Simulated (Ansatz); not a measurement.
# KSn4O: the cost of one run

Method: DFT PBE, scalar-relativistic, plane waves, PAW, in Ansatz 0.2.0.

## 1. Starting point

It takes space group P6/mmm (No. 191, hexagonal). The conventional cell has a = 4.661 Å, b = 4.661 Å, c = 8.155 Å, α = 90.00°, β = 90.00°, γ = 120.00°. K (site symmetry 6/mmm) has 2 Sn at 2.18 Å as nearest neighbours. Around Sn (site symmetry 6mm) lie 1 O at 1.90 Å and 1 K at 2.18 Å. Around Sn (site symmetry -6m2) lie 3 O at 2.69 Å and 3 Sn at 2.69 Å. Around O (site symmetry 6/mmm) lie 8 Sn at 1.90 to 2.69 Å.

Coordinates:

```cif
data_structure
_symmetry_space_group_name_H-M 'P6/mmm'
_symmetry_Int_Tables_number 191
_cell_length_a 4.6605
_cell_length_b 4.6605
_cell_length_c 8.1552
_cell_angle_alpha 90.000
_cell_angle_beta 90.000
_cell_angle_gamma 120.000
_cell_volume 153.40
loop_
_atom_site_label
_atom_site_type_symbol
_atom_site_symmetry_multiplicity
_atom_site_Wyckoff_symbol
_atom_site_fract_x
_atom_site_fract_y
_atom_site_fract_z
_atom_site_occupancy
K1 K 1 b 0.00000 0.00000 0.50000 1
Sn1 Sn 2 e 0.00000 0.00000 0.76678 1
Sn2 Sn 2 c 0.33333 0.66667 0.00000 1
O1 O 1 a 0.00000 0.00000 0.00000 1
```

Recipe of the guess: random cell by space group and Wyckoff sites (P6/mmm, No. 191). Its size is a rough estimate.

## 2. The guess as it stands, on a coarse mesh

Input file input.yaml:

```yaml
crystal:
  lattice:
    - [4.66051473, 0.0, 0.0]
    - [-2.33025736, 4.03612415, 0.0]
    - [0.0, 0.0, 8.15516925]
  atoms:
    - { symbol: K, position: [0.0, 0.0, 0.5] }
    - { symbol: Sn, position: [0.0, 0.0, 0.76678377] }
    - { symbol: Sn, position: [0.0, 0.0, 0.23321623] }
    - { symbol: Sn, position: [0.33333333, 0.66666667, 0.0] }
    - { symbol: Sn, position: [0.66666667, 0.33333333, 0.0] }
    - { symbol: O, position: [0.0, 0.0, 0.0] }
basis:
  ecutwfc: 420
kpoints:
  mp_grid: { grid: [6, 6, 2] }
hamiltonian:
  xc: pbe
scf:
  occupations: { method: gaussian, width: 0.1 }
  lower_state_search: "off"
output:
  forces: true
  stress: true
  eigenvalues: true
```

Started as:

```
$ ansatz run input.yaml --threads 1 --pin off --max-ram 2560MiB --backend cpu --events-out ev --progress --plain --runs-dir out
```

What time and memory should one allow on 1 thread of Arm Neoverse V2, shared host?

About 6.3 s, with a peak of 0.41 GiB.
